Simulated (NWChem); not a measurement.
**One shape, several levels: AlB2SiH5O (SMILES B[O][Al]1[BH][SiH2]1)**

Wanted: a comparison of 4 runs (HF/def2-SVP, B3LYP/3-21G, r2SCAN/6-31G, PBE0/def2-SVP) of AlB2SiH5O. 

The calculation is run with NWChem 7.3.0.

## (1) The molecule

The species is AlB2SiH5O (10 atoms), meant as a singlet with charge 0. As SMILES, `B[O][Al]1[BH][SiH2]1`. The shape is that of a PBE0-D4/def2-TZVP optimisation. This is one conformer, not always the lowest.

Bond lengths: B1–O2 1.343 Å, O2–Al3 1.686 Å, Al3–B4 1.991 Å, Al3–Si5 2.450 Å, B4–Si5 1.856 Å, B1–H6 1.201 Å, B1–H7 1.205 Å, B4–H8 1.184 Å, Si5–H9 1.489 Å, Si5–H10 1.553 Å. Some angles: B1–O2–Al3 152.2°, O2–Al3–B4 170.8°, O2–Al3–Si5 141.1°, B4–Al3–Si5 48.0°, Al3–B4–Si5 79.0°, Al3–Si5–B4 52.9°, O2–B1–H6 118.8°, O2–B1–H7 119.9°, Al3–B4–H8 142.6°, Si5–B4–H8 138.4°.

## (2) Energy and gradient at HF/def2-SVP (run 1)

Contents of work.nw:

```
start work
memory 2200 mb
geometry units angstroms noautosym nocenter noautoz
 B    -1.240700    1.788800    1.598700
 O    -1.277400    0.902800    0.590100
 Al   -0.549400   -0.220300   -0.435900
 B     0.022000   -1.573600   -1.780500
 Si    1.616100   -1.276700   -0.877900
 H    -2.252300    2.359600    1.905500
 H    -0.205000    1.997900    2.177400
 H    -0.378000   -2.236000   -2.676800
 H     3.065300   -1.574900   -0.707200
 H     1.282500   -0.219000    0.209500
end
basis spherical bse
 B library def2-SVP
 O library def2-SVP
 Al library def2-SVP
 Si library def2-SVP
 H library def2-SVP
end
scf
 thresh 1e-08
 maxiter 80
end
task scf gradient
```

On the command line:

```bash
$ nwchem work.nw > work.out
```

What it wrote:

```text
[...]
  functions       =   103
[...]
  wavefunction    = RHF
[...]
         Total SCF energy =   -657.728634014436
      One-electron energy =  -1335.177144993866
      Two-electron energy =    463.656086762415
 Nuclear repulsion energy =    213.792424217015
        Time for solution =     14.8s
[...]
                         RHF ENERGY GRADIENTS
    atom               coordinates                        gradient
                 x          y          z           x          y          z
   1 B      -2.344583   3.380342   3.021105    0.002798   0.001302   0.002329
   2 O      -2.413936   1.706045   1.115127   -0.002667  -0.000086  -0.000913
   3 Al     -1.038215  -0.416307  -0.823732    0.004536  -0.004456  -0.003535
   4 B       0.041574  -2.973673  -3.364657    0.001070   0.000765   0.001251
   5 Si      3.053986  -2.412613  -1.658990   -0.011675   0.002149  -0.001653
   6 H      -4.256230   4.458997   3.600873   -0.000058  -0.001188  -0.001350
   7 H      -0.387394   3.775484   4.114689   -0.000531  -0.000760  -0.001011
   8 H      -0.714316  -4.225427  -5.058419    0.000182   0.001747   0.002058
   9 H       5.792577  -2.976129  -1.336414    0.004652  -0.000989   0.000510
  10 H       2.423574  -0.413850   0.395898    0.001694   0.001517   0.002314
[...]
```

Run time: 20 s. Hardware: 1 thread of AMD EPYC 9R45 (Zen 5), shared host; peak memory 0.1 GiB.

## (3) Energy and gradient at B3LYP/3-21G (run 2)

Contents of alb2h5osi.xyz:

```xyz
10
AlB2H5OSi
B     -1.240700     1.788800     1.598700
O     -1.277400     0.902800     0.590100
Al    -0.549400    -0.220300    -0.435900
B      0.022000    -1.573600    -1.780500
Si     1.616100    -1.276700    -0.877900
H     -2.252300     2.359600     1.905500
H     -0.205000     1.997900     2.177400
H     -0.378000    -2.236000    -2.676800
H      3.065300    -1.574900    -0.707200
H      1.282500    -0.219000     0.209500
```

Contents of run.py:

```python
from ase.io import read
from ase.calculators.nwchem import NWChem

system = read('alb2h5osi.xyz')

calc = NWChem(
    label='alb2h5osi',
    theory='dft',
    memory='2200 mb',
    basis='3-21G',
    basispar='spherical bse',
    dft={'xc': 'b3lyp', 'mult': '1', 'grid': 'xfine', 'convergence': 'energy 1e-08', 'iterations': '100', 'mulliken': None},
)
system.calc = calc

forces = system.get_forces()
e = system.get_potential_energy()
print(f"E = {e:.6f} eV")
print("forces (eV/A):")
for s, f in zip(system.symbols, forces):
    print(f"{s:2s} {f[0]:10.5f} {f[1]:10.5f} {f[2]:10.5f}")
print("dipole (e A):", system.get_dipole_moment().round(4))
```

On the command line:

```bash
$ export ASE_NWCHEM_COMMAND="nwchem PREFIX.nwi > PREFIX.nwo"
$ python run.py
```

What it wrote:

```text
E = -17859.536754 eV
forces (eV/A):
B    -0.20307    1.11370    1.18816
O    -0.26266   -0.30776   -0.43405
Al   -0.75374   -0.23567   -0.53026
B    -0.45298   -0.20173   -0.39019
Si    1.39338   -0.53006   -0.11390
H     0.09585   -0.00098    0.03065
H    -0.03075    0.00962   -0.00015
H     0.08515    0.06237    0.10089
H     0.08114   -0.02067    0.00545
H     0.04767    0.11117    0.14342
dipole (e A): [0.1455 0.0525 0.1111]
```

The calculator wrote alb2h5osi.nwi:

```
title "alb2h5osi"

permanent_dir alb2h5osi

scratch_dir alb2h5osi

start alb2h5osi

geometry units angstrom nocenter noautosym noautoz
  B  -1.2406999999999999e+00 1.7887999999999999e+00 1.5987000000000000e+00
  O  -1.2774000000000001e+00 9.0280000000000005e-01 5.9009999999999996e-01
  Al -5.4940000000000000e-01 -2.2030000000000000e-01 -4.3590000000000001e-01
  B  2.1999999999999999e-02 -1.5736000000000001e+00 -1.7805000000000000e+00
  Si 1.6161000000000001e+00 -1.2766999999999999e+00 -8.7790000000000001e-01
  H  -2.2523000000000000e+00 2.3595999999999999e+00 1.9055000000000000e+00
  H  -2.0499999999999999e-01 1.9979000000000000e+00 2.1774000000000000e+00
  H  -3.7800000000000000e-01 -2.2360000000000002e+00 -2.6768000000000001e+00
  H  3.0653000000000001e+00 -1.5749000000000000e+00 -7.0720000000000005e-01
  H  1.2825000000000000e+00 -2.1900000000000000e-01 2.0949999999999999e-01
end

memory 2200 mb

basis spherical bse noprint
   * library 3-21G
end

dft
  xc b3lyp
  mult 1
  grid xfine
  convergence energy 1e-08
  iterations 100
  mulliken
end

task dft gradient
```

alb2h5osi.nwo, cut to the lines that bear on the results:

```text
[...]
         Total DFT energy =     -656.325875415611
[...]
  wavefunction    = closed shell
                         DFT ENERGY GRADIENTS
    atom               coordinates                        gradient
                 x          y          z           x          y          z
   1 B      -2.344583   3.380342   3.021105    0.003949  -0.021658  -0.023106
   2 O      -2.413936   1.706045   1.115127    0.005108   0.005985   0.008441
   3 Al     -1.038215  -0.416307  -0.823732    0.014658   0.004583   0.010312
[... 6 lines of this table left out ...]
  10 H       2.423574  -0.413850   0.395898   -0.000927  -0.002162  -0.002789
[...]
```

Wall time 19 s (1 thread of AMD EPYC 9R45 (Zen 5), shared host); peak memory 0.15 GiB.

## (4) Energy and forces at r2SCAN/6-31G (run 3)

Contents of run.py:

```python
from ase import Atoms
from ase.calculators.nwchem import NWChem

system = Atoms(['B', 'O', 'Al', 'B', 'Si', 'H', 'H', 'H', 'H', 'H'], positions=[
    [-1.240700, 1.788800, 1.598700],
    [-1.277400, 0.902800, 0.590100],
    [-0.549400, -0.220300, -0.435900],
    [0.022000, -1.573600, -1.780500],
    [1.616100, -1.276700, -0.877900],
    [-2.252300, 2.359600, 1.905500],
    [-0.205000, 1.997900, 2.177400],
    [-0.378000, -2.236000, -2.676800],
    [3.065300, -1.574900, -0.707200],
    [1.282500, -0.219000, 0.209500],
])

calc = NWChem(
    label='test',
    theory='dft',
    memory='2200 mb',
    basis='6-31G',
    basispar='spherical bse',
    dft={'xc': 'r2scan', 'mult': '1', 'grid': 'xfine', 'convergence': 'energy 1e-08', 'iterations': '100', 'mulliken': None},
)
system.calc = calc

forces = system.get_forces()
e = system.get_potential_energy()
print(f"E = {e:.6f} eV")
print("forces (eV/A):")
for s, f in zip(system.symbols, forces):
    print(f"{s:2s} {f[0]:10.5f} {f[1]:10.5f} {f[2]:10.5f}")
print("dipole (e A):", system.get_dipole_moment().round(4))
```

On the command line:

```bash
$ export ASE_NWCHEM_COMMAND="nwchem PREFIX.nwi > PREFIX.nwo"
$ python run.py
```

What it wrote:

```text
E = -17948.993923 eV
forces (eV/A):
B    -0.24544    0.78953    0.81031
O    -0.21037    0.13447    0.08161
Al   -0.68638   -0.44557   -0.74557
B    -0.56400   -0.17088   -0.39487
Si    1.25233   -0.50820   -0.13827
H     0.04391   -0.00288    0.01106
H     0.02052    0.00144    0.00766
H     0.05595    0.00489    0.02561
H     0.23407   -0.04813    0.02818
H     0.09940    0.24533    0.31429
dipole (e A): [0.1649 0.0599 0.1258]
```

The calculator wrote test.nwi:

```
title "test"

permanent_dir test

scratch_dir test

start test

geometry units angstrom nocenter noautosym noautoz
  B  -1.2406999999999999e+00 1.7887999999999999e+00 1.5987000000000000e+00
  O  -1.2774000000000001e+00 9.0280000000000005e-01 5.9009999999999996e-01
  Al -5.4940000000000000e-01 -2.2030000000000000e-01 -4.3590000000000001e-01
  B  2.1999999999999999e-02 -1.5736000000000001e+00 -1.7805000000000000e+00
  Si 1.6161000000000001e+00 -1.2766999999999999e+00 -8.7790000000000001e-01
  H  -2.2523000000000000e+00 2.3595999999999999e+00 1.9055000000000000e+00
  H  -2.0499999999999999e-01 1.9979000000000000e+00 2.1774000000000000e+00
  H  -3.7800000000000000e-01 -2.2360000000000002e+00 -2.6768000000000001e+00
  H  3.0653000000000001e+00 -1.5749000000000000e+00 -7.0720000000000005e-01
  H  1.2825000000000000e+00 -2.1900000000000000e-01 2.0949999999999999e-01
end

memory 2200 mb

basis spherical bse noprint
   * library 6-31G
end

dft
  xc r2scan
  mult 1
  grid xfine
  convergence energy 1e-08
  iterations 100
  mulliken
end

task dft gradient
```

test.nwo, cut to the lines that bear on the results:

```text
[...]
         Total DFT energy =     -659.613365776536
[...]
  wavefunction    = closed shell
                         DFT ENERGY GRADIENTS
    atom               coordinates                        gradient
                 x          y          z           x          y          z
   1 B      -2.344583   3.380342   3.021105    0.004773  -0.015354  -0.015758
   2 O      -2.413936   1.706045   1.115127    0.004091  -0.002615  -0.001587
   3 Al     -1.038215  -0.416307  -0.823732    0.013348   0.008665   0.014499
[... 6 lines of this table left out ...]
  10 H       2.423574  -0.413850   0.395898   -0.001933  -0.004771  -0.006112
[...]
```

Wall time 33 s (1 thread of AMD EPYC 9R45 (Zen 5), shared host); peak memory 0.15 GiB.

## (5) Energy and forces at PBE0/def2-SVP (run 4)

Contents of test.nw:

```
START test
TITLE "AlB2H5OSi"
memory 2200 mb

GEOMETRY noautosym nocenter noautoz
 B     -1.240700     1.788800     1.598700
 O     -1.277400     0.902800     0.590100
 Al    -0.549400    -0.220300    -0.435900
 B      0.022000    -1.573600    -1.780500
 Si     1.616100    -1.276700    -0.877900
 H     -2.252300     2.359600     1.905500
 H     -0.205000     1.997900     2.177400
 H     -0.378000    -2.236000    -2.676800
 H      3.065300    -1.574900    -0.707200
 H      1.282500    -0.219000     0.209500
END

BASIS spherical bse
 B library def2-SVP
 O library def2-SVP
 Al library def2-SVP
 Si library def2-SVP
 H library def2-SVP
END

DFT
 xc pbe0
 mult 1
 grid fine
 convergence energy 1e-08
 iterations 100
 mulliken
END

TASK dft gradient
```

On the command line:

```bash
$ nwchem test.nw > test.out
```

What it wrote:

```text
[...]
          Wavefunction type:  closed shell.
          No. of atoms     :    10
          No. of electrons :    50
[...]
          Charge           :     0
          Spin multiplicity:     1
[...]
          AO basis - number of functions:   103
[...]
              XC Information
              --------------
                         PBE0 Method XC Functional
                     Hartree-Fock (Exact) Exchange  0.250
          PerdewBurkeErnzerhof Exchange Functional  0.750
            Perdew 1991 LDA Correlation Functional  1.000 local
           PerdewBurkeErnz. Correlation Functional  1.000 non-local
[...]
 d= 0,ls=0.0,diis     1   -659.1168988563 -8.73D+02  1.34D-02  6.47D-01     2.0
[...]
 d= 0,ls=0.0,diis    11   -659.2052548387 -1.48D-09  5.97D-07  6.35D-10    17.3
         Total DFT energy =     -659.205254838736
      One electron energy =    -1335.533361218264
           Coulomb energy =      520.288212682268
    Exchange-Corr. energy =      -57.752530519754
 Nuclear repulsion energy =      213.792424217015
[...]
      Total Density - Mulliken Population Analysis
     ---------------------------------------------
    Atom       Charge   Shell Charges
 -----------   ------   -------------------------------------------------------
    1 B    5     4.86   1.99  0.81  0.17  1.51  0.29  0.10
    2 O    8     8.33   1.99  1.06  0.62  2.91  1.75  0.00
    3 Al  13    12.47   2.00  1.98  0.95  0.14  5.92  0.79  0.44  0.26
    4 B    5     5.13   1.99  0.83  0.15  1.57  0.57  0.02
    5 Si  14    14.01   2.00  1.98  1.09  0.27  5.93  1.26  1.33  0.15
    6 H    1     1.06   0.75  0.30  0.01
    7 H    1     1.08   0.75  0.32  0.01
    8 H    1     0.97   0.72  0.23  0.02
    9 H    1     1.00   0.71  0.28  0.01
   10 H    1     1.08   0.75  0.31  0.01
[...]
  wavefunction    = closed shell
                         DFT ENERGY GRADIENTS
    atom               coordinates                        gradient
                 x          y          z           x          y          z
   1 B      -2.344583   3.380342   3.021105    0.001328   0.000863   0.001360
   2 O      -2.413936   1.706045   1.115127    0.002530  -0.004544  -0.004251
   3 Al     -1.038215  -0.416307  -0.823732   -0.002569   0.006738   0.006760
   4 B       0.041574  -2.973673  -3.364657    0.000775  -0.003500  -0.003728
   5 Si      3.053986  -2.412613  -1.658990   -0.002262   0.001263   0.000656
   6 H      -4.256230   4.458997   3.600873    0.004577  -0.002700  -0.001517
   7 H      -0.387394   3.775484   4.114689   -0.004743  -0.001001  -0.002683
   8 H      -0.714316  -4.225427  -5.058419    0.002147   0.004082   0.005412
   9 H       5.792577  -2.976129  -1.336414   -0.002166   0.000305  -0.000420
  10 H       2.423574  -0.413850   0.395898    0.000383  -0.001505  -0.001589
[...]
```

Run time: 23 s. Hardware: 1 thread of AMD EPYC 9R45 (Zen 5), shared host; peak memory 0.13 GiB.

## (6) The series

```
run          level  iteration cap  module  energy (Eh)  dipole moment (D)  HOMO energy (eV)  LUMO energy (eV)  wall time
  1    HF/def2-SVP             80     scf  -657.728634               1.31             -7.90              1.73       20 s
  2    B3LYP/3-21G            100     dft  -656.325875               0.91             -6.31             -1.58       19 s
  3   r2SCAN/6-31G            100     dft  -659.613366               1.04             -5.93             -2.01       33 s
  4  PBE0/def2-SVP            100     dft  -659.205255               1.08             -6.44             -1.36       23 s
```

## (7) Outcome

| quantity | value |
| --- | --- |
| run 4: total energy | -659.20525 Eh |
| run 4: dipole moment | 1.08 D |
| run 4: HOMO energy | -6.44 eV |
| run 4: LUMO energy | -1.36 eV |
| run 4: HOMO–LUMO gap | 5.08 eV |
| run 4: largest force on an atom | 0.508 eV/Å |

In words: The dipole moment (its size) runs from 0.91 D (B3LYP/3-21G) to 1.31 D (HF/def2-SVP). The two ends differ in method and basis. The HOMO–LUMO gap runs from 3.92 eV (r2SCAN/6-31G) to 9.63 eV (HF/def2-SVP). Totals of different functionals can't be ranked against each other. All runs together took 95 s, the longest 33 s.
